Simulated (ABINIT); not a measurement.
The system is SnSe2.

```xyz
3
Lattice="3.8110 0.0000 0.0000 -1.9055 3.3004 0.0000 0.0000 0.0000 6.1360" Properties=species:S:1:pos:R:3 pbc="T T T"
Sn    0.0000    0.0000    0.0000
Se    1.9055    1.1001    4.6081
Se    0.0000    2.2003    1.5279
```

Base run:

| Item | Value |
| --- | --- |
| Program | ABINIT 10.8.3 (patched build) |
| Functional | BLYP |
| Potentials or basis | JTH PAW PBE v2.0 |
| Cutoff | 707 eV |
| k mesh | 8 × 8 × 5 |
| Occupations | fermi-dirac, width 0.05 eV |
| Spin | no spin polarisation |

Its results: band gap on the k mesh 0.80 eV, indirect (least direct gap 1.04 eV); pressure 9.5 GPa; largest force 1.063 eV/Å.

**Question.** After a change of settings the same cell gave: band gap on the k mesh 0.87 eV, indirect (least direct gap 1.20 eV); pressure 6.7 GPa; largest force 0.818 eV/Å. Which change was it?
A. functional from BLYP to r2SCAN
B. functional from BLYP to SCAN
C. functional from BLYP to revPBE
D. functional from BLYP to WC

**Answer.** C.

Caveats: the PAW data sets were made with another functional, which shifts forces and pressure a little; spin-orbit coupling is left out, which moves the levels of the heavy elements; this functional lacks dispersion, which binds the layers, so the pressure and a relaxed spacing across them are unreliable.
